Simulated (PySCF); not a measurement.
# CoH₄⁻: singlet, from a PBE0 minimum start

The task is one start of a wider search on CoH₄⁻: the singlet, from a PBE0 minimum start. It is relaxed, tested by its Hessian and followed downhill if it is a saddle.

Computed with PySCF 2.14.0. Level: PBE0, basis Co def2-TZVPD, H def2-TZVPD, no relativity, density fitting.

### Step 1. The starting structure

5 atoms, charge -1, spin multiplicity 1.

Bond lengths: Co1–H2 1.447 Å, Co1–H3 1.581 Å, Co1–H4 1.581 Å, Co1–H5 1.447 Å. Angles: H2–Co1–H3 92.0°, H2–Co1–H4 92.0°, H2–Co1–H5 91.6°, H3–Co1–H4 174.4°, H3–Co1–H5 92.0°, H4–Co1–H5 92.0°.

```xyz
5
charge -1 multiplicity 1
Co   -0.0298    0.0000    0.0000
H     0.9786    0.0000   -1.0373
H    -0.1071    1.5787    0.0000
H    -0.1071   -1.5787    0.0000
H     0.9786    0.0000    1.0373
```

### Step 2. First SCF at the start

One driver script runs all steps and calls PySCF; scf.py shows how it sets up the SCF of each step. The optimiser is the driver's own. After this first run the driver tries any further starts and a stability analysis.

Input file scf.py:

```python
from pyscf import gto, scf, dft
mol = gto.M(atom='''
Co    -0.029810     0.000000    -0.000000
H      0.978580    -0.000000    -1.037350
H     -0.107120     1.578710     0.000000
H     -0.107120    -1.578710     0.000000
H      0.978580    -0.000000     1.037350''',
    basis={'Co': 'def2-TZVPD', 'H': 'def2-TZVPD'},
    charge=-1, spin=0)
mf = dft.RKS(mol, xc='PBE0')
mf.grids.atom_grid = (50, 194)
aux = {'Co': 'def2-universal-JKFIT', 'H': 'def2-universal-JKFIT'}
mf = mf.density_fit(auxbasis=aux)
mf.conv_tol = 1e-08
mf.diis_space = 10
mf.max_cycle = 60
mf.init_guess = 'minao'
mf.verbose = 4
mf.kernel()
```

Run with:

```
$ OMP_NUM_THREADS=2 python axn.py task.json out
```

Further steps of the session: Relaxation: PBE0 minimum start, singlet; Frequencies.

What does the calculation give? Wanted: minimum; geometry; wavenumbers; dipole moment; highest occupied, lowest empty level; polar-tensor charge of Co1; zero-point energy.

**Answer**, as computed:

| quantity | value |
| --- | --- |
| minimum | singlet, C2v |
| geometry | Co–H 1.447 Å (×2), Co–H 1.581 Å (×2); H–Co–H 91.7°, H–Co–H 92.0° (×4), H–Co–H 174.4° |
| wavenumbers (cm⁻¹) | 264 (b1), 462 (a2), 615 (a1), 704 (b2), 750 (a1), 1481 (b1), 1703 (a1), 1971 (b2), 2032 (a1) |
| dipole moment (centre of mass) | 2.37 D |
| highest occupied, lowest empty level | -0.78, 3.49 eV |
| polar-tensor charge of Co1 | +0.35 e |
| zero-point energy | 59.7 kJ/mol |
| entropy at 298.15 K | 239.7 J/(mol K) |

What this shows: The PBE0 minimum start keeps its C2v symmetry and ends in a minimum. In the infrared the band at 1481 cm⁻¹ (b1, stretch) leads. Only this shape and spin were tried, so other structures or states may lie lower. The stability of the closed-shell solution was not tested.
